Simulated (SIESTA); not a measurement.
**Hf2Pd2Se2Br2O3 in SIESTA: convergence with real-space mesh cutoff**

Input of the first run (real-space mesh cutoff 100 Ry); the others differ in this setting and in those tied to it:

Hf2Pd2Se2Br2O3.fdf

```
SystemName                      Hf2Pd2Se2Br2O3
SystemLabel                     Hf2Pd2Se2Br2O3
NumberOfSpecies                 5
NumberOfAtoms                   11
%block ChemicalSpeciesLabel
  1  72 Hf
  2  46 Pd
  3  34 Se
  4  35 Br
  5   8 O
%endblock ChemicalSpeciesLabel

LatticeConstant                 1.0 Ang
%block LatticeVectors
    -1.8922700000     2.6721200000    12.2842300000
     1.8922700000    -2.6721200000    12.2842300000
     1.8922700000     2.6721200000   -12.2842300000
%endblock LatticeVectors
AtomicCoordinatesFormat         Fractional
%block AtomicCoordinatesAndAtomicSpecies
     0.9209500000     0.9209500000     0.0000000000  1  Hf
     0.0790500000     0.0790500000     0.0000000000  1  Hf
     0.6833200000     0.6833200000     0.0000000000  2  Pd
     0.3166800000     0.3166800000     0.0000000000  2  Pd
     0.6177700000     0.1177700000     0.5000000000  3  Se
     0.3822300000     0.8822300000     0.5000000000  3  Se
     0.7866000000     0.7866000000     0.0000000000  4  Br
     0.2134000000     0.2134000000     0.0000000000  4  Br
     0.9012100000     0.4012100000     0.5000000000  5  O
     0.0987900000     0.5987900000     0.5000000000  5  O
     0.0000000000     0.0000000000     0.0000000000  5  O
%endblock AtomicCoordinatesAndAtomicSpecies

%block kgrid.MonkhorstPack
    9   0   0  0.0
    0   9   0  0.0
    0   0   9  0.0
%endblock kgrid.MonkhorstPack
XC.Functional                   GGA
XC.Authors                      PBE
PAO.BasisSize                   DZP
PAO.EnergyShift                 0.003 Ry
Mesh.Cutoff                     100 Ry
OccupationFunction              FD
ElectronicTemperature           0.05 eV
MaxSCFIterations                120
SCF.MustConverge                false
SCF.Mixer.Method                Pulay
SCF.Mixer.Weight                0.25
SCF.Mixer.History               8
SCF.DM.Tolerance                5.0e-05
SCF.H.Tolerance                 1.0e-03 eV
WriteForces                     true
Charge.Mulliken                 end
%block PAO.Basis
  Hf 5
  n=5 0 2
    3.241 0.000
  n=6 0 2
    8.163 0.000
  n=5 1 2
    3.929 0.000
  n=6 1 1
    8.163
  n=5 2 2
    7.906 0.000
  Pd 5
  n=4 0 2
    2.822 0.000
  n=5 0 2
    8.721 0.000
  n=4 1 2
    3.234 0.000
  n=5 1 1
    8.721
  n=4 2 2
    5.877 0.000
  Se 4
  n=4 0 2
    5.139 0.000
  n=4 1 2
    6.735 0.000
  n=3 2 2
    2.657 0.000
  n=4 2 1
    6.735
%endblock PAO.Basis
Diag.ParallelOverK              true
```

Potentials or basis: PseudoDojo 0.4 standard (PBE files), DZP (energy shift 0.003 Ry; two zetas on semicore shells).

Command:

```bash
$ mpirun -n 4 siesta Hf2Pd2Se2Br2O3.fdf > Hf2Pd2Se2Br2O3.out 2>&1
```

The cell was built by a generator and needn't be a form met in nature.

Hardware: 4 MPI ranks on AMD EPYC 7571, with other jobs on the host.

**Question.** The values tried are 100 Ry, 150 Ry, 200 Ry, 300 Ry, 400 Ry, 500 Ry, 700 Ry, 900 Ry, 1200 Ry, loosest first. From which on does the energy stay within 1 meV/atom of the tightest run that finished?

**Answer.** From 900 Ry on.

| real-space mesh cutoff | energy less the tightest run, at zero smearing (meV/atom) | pressure (GPa) | largest force (eV/Å) | SCF cycles | CPU time (s) |
| --- | --- | --- | --- | --- | --- |
| 100 Ry | -522.96 | 7.18 | 0.638 | 13 | 630 |
| 150 Ry | -545.90 | 7.41 | 0.530 | 13 | 710 |
| 200 Ry | -243.57 | 4.42 | 0.570 | 13 | 660 |
| 300 Ry | -67.10 | 2.32 | 0.552 | 13 | 830 |
| 400 Ry | -19.71 | 1.63 | 0.550 | 13 | 1000 |
| 500 Ry | -19.72 | 1.64 | 0.551 | 13 | 1100 |
| 700 Ry | -15.68 | 1.58 | 0.550 | 13 | 1300 |
| 900 Ry | 0.09 | 1.31 | 0.551 | 13 | 2700 |
| 1200 Ry | 0.00 | 1.31 | 0.550 | 13 | 3000 |

Against the tightest run, the pressure stays within 0.1 GPa from 900 Ry on; the largest force stays within 0.005 eV/Å from 300 Ry on. Values are those asked for, which the program may round to a finer grid. The tightest run that finished is the yardstick and may itself not be fully converged.

Caveat, for the tightest run too: short orbitals over semicore shells can move pressures by several GPa; the basis of atomic orbitals isn't converged, which shifts pressures, moduli and gaps. The run has no spin-orbit coupling, so splittings on Hf are missing.
